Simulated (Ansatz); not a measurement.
# Ta (Ta (11-20), 3 layers): how the settings move a relaxation

How sensitive is a relaxation of Ta (Ta (11-20), 3 layers) to its settings? A reference run comes first, then one run with altered input.

Computed with Ansatz 0.2.0 (reference: DFT, PBEsol, PAW with Ansatz's default frozen-core files, scalar-relativistic, unless a step's input says otherwise).

### 1 The system as given

The structure is orthorhombic, space group Pmma (No. 51). Conventional cell: a = 5.087 Å, b = 18.868 Å, c = 4.968 Å, α = 90.00°, β = 90.00°, γ = 90.00°. Ta (site symmetry m) has 7 Ta at 2.87 to 3.03 Å in its first shell of neighbours. Around Ta (site symmetry mm2) lie 10 Ta at 2.87 to 3.03 Å.

As a file:

```cif
data_structure
_symmetry_space_group_name_H-M 'P 1'
_symmetry_Int_Tables_number 1
_cell_length_a 4.9676
_cell_length_b 5.0868
_cell_length_c 18.8681
_cell_angle_alpha 90.000
_cell_angle_beta 90.000
_cell_angle_gamma 90.000
_cell_volume 476.79
loop_
_atom_site_label
_atom_site_type_symbol
_atom_site_fract_x
_atom_site_fract_y
_atom_site_fract_z
_atom_site_occupancy
Ta1 Ta 0.33333 0.75000 0.42400 1
Ta2 Ta 0.66667 0.25000 0.42400 1
Ta3 Ta 0.83333 0.75000 0.50000 1
Ta4 Ta 0.16667 0.25000 0.50000 1
Ta5 Ta 0.33333 0.75000 0.57600 1
Ta6 Ta 0.66667 0.25000 0.57600 1
```

### 2 The reference run

Input file input.yaml:

```yaml
crystal:
  lattice:
    - [4.9676408003, 0.0, 0.0]
    - [0.0, 5.0868250988, 0.0]
    - [0.0, 0.0, 18.8681]
  atoms:
    - { symbol: Ta, position: [0.333333333, 0.75, 0.4239968849] }
    - { symbol: Ta, position: [0.666666667, 0.25, 0.4239968849] }
    - { symbol: Ta, position: [0.833333333, 0.75, 0.5] }
    - { symbol: Ta, position: [0.166666667, 0.25, 0.5] }
    - { symbol: Ta, position: [0.333333333, 0.75, 0.5760031151] }
    - { symbol: Ta, position: [0.666666667, 0.25, 0.5760031151] }
kpoints:
  mp_grid: { grid: [8, 7, 1] }
scf:
  occupations: { method: fermi_dirac, width: 0.05 }
hamiltonian:
  xc: pbesol
  pseudopotentials: { kind: paw }
output:
  forces: true
  stress: true
  eigenvalues: true
  write_density: true
  write_potential: true
  elf: true
  volumetric_format: npy
relax:
  f_tol: 0.01
  max_steps: 40
efield:
  axis: 3
  amplitude: 0
  dipole_correction: true
```

On the command line:

```sh
> ansatz run input.yaml --threads 2 --pin off --max-ram 4096MiB --backend cpu --events-out ev --progress --plain --runs-dir out
```

### 3 Changing settings: symmetry.detect false

input.yaml: that of step 2 with these lines changed.

```diff
@@ -12,2 +12,3 @@
     - { symbol: Ta, position: [0.666666667, 0.25, 0.5760031151] }
+  symmetry: { detect: false }
 kpoints:
@@ -23,6 +24,2 @@
   eigenvalues: true
-  write_density: true
-  write_potential: true
-  elf: true
-  volumetric_format: npy
 relax:
```

What does the calculation give? Wanted: for each run, ending; energy change; gap; force.

The runs gave:

| run | ending | energy change | gap (eV) | force (eV/Å) | cycles | time |
| --- | --- | --- | --- | --- | --- | --- |
| reference | converged | 0 | 0.00 | 0.01 | 33 | 62 s |
| 1: symmetry.detect false | converged | -24.1 meV/atom | 0.00 | 0.00 | 50 | 2 min |

Times don't compare one to one where runs were asked for different outputs or read a saved state (see the inputs); cycles may leave out searches for a lower state.

**Reading.** The use of symmetry should not change a converged result, yet the energy moves by -24.1 meV/atom: the two runs ended in different states or geometries.
